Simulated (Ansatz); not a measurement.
# BN: the cost of one run

Method: DFT LDA, all-electron LAPW, scalar-relativistic unless said, in Ansatz 0.2.0.

The COD entry's cell or inner coordinates are ideal or old and differ from later refinements, so a difference from it is no clean test against experiment.

## (1) The system as given

Symmetry: P6_3/mmc, No. 194, hexagonal system. Conventional cell: a = 2.489 Å, b = 2.489 Å, c = 6.494 Å, α = 90.00°, β = 90.00°, γ = 120.00°. B (site symmetry -6m2) has 3 N at 1.44 Å as nearest neighbours. N (site symmetry -6m2) is surrounded by 3 B at 1.44 Å.

As a file:

```
CELL_PARAMETERS angstrom
2.48894 0.00000 0.00000
-1.24447 2.15549 0.00000
0.00000 0.00000 6.49432
ATOMIC_POSITIONS crystal
B 0.33333 0.66667 0.25000
B 0.66667 0.33333 0.75000
N 0.33333 0.66667 0.75000
N 0.66667 0.33333 0.25000
```

Cartesian axes are those of the input's lattice vectors. The structure goes back to a database entry.

## (2) Reference run, fine mesh, LAPW

input.yaml reads:

```yaml
crystal:
  lattice:
    - [2.48894072673, 0.0, 0.0]
    - [-1.24447036337, 2.15548589786, 0.0]
    - [0.0, 0.0, 6.49431968868]
  atoms:
    - { symbol: B, position: [0.333333333333, 0.666666666667, 0.25] }
    - { symbol: B, position: [0.666666666667, 0.333333333333, 0.75] }
    - { symbol: "N", position: [0.333333333333, 0.666666666667, 0.75] }
    - { symbol: "N", position: [0.666666666667, 0.333333333333, 0.25] }
kpoints:
  mp_grid: { grid: [10, 10, 4] }
scf:
  occupations: { method: fixed }
hamiltonian:
  xc: lda
  pseudopotentials: { kind: all_electron, lapw: { basis_error: 0.001 } }
output:
  forces: true
  stress: true
  eigenvalues: true
  eigenstates:
    nscf_kmesh: { grid: [16, 16, 6] }
    de_dk: true
    e_range: [-9, 14.06290627607]
checkpoint:
  write: ck
  write_wavefunctions: false
```

Launch:

```bash
> ansatz run input.yaml --threads 1 --pin off --max-ram 3072MiB --backend cpu --events-out ev --progress --plain --runs-dir out
```

What time and memory should one allow on 1 thread of Intel Xeon 6975P-C (Granite Rapids), shared host?

About 22 s, with a peak of 0.43 GiB.
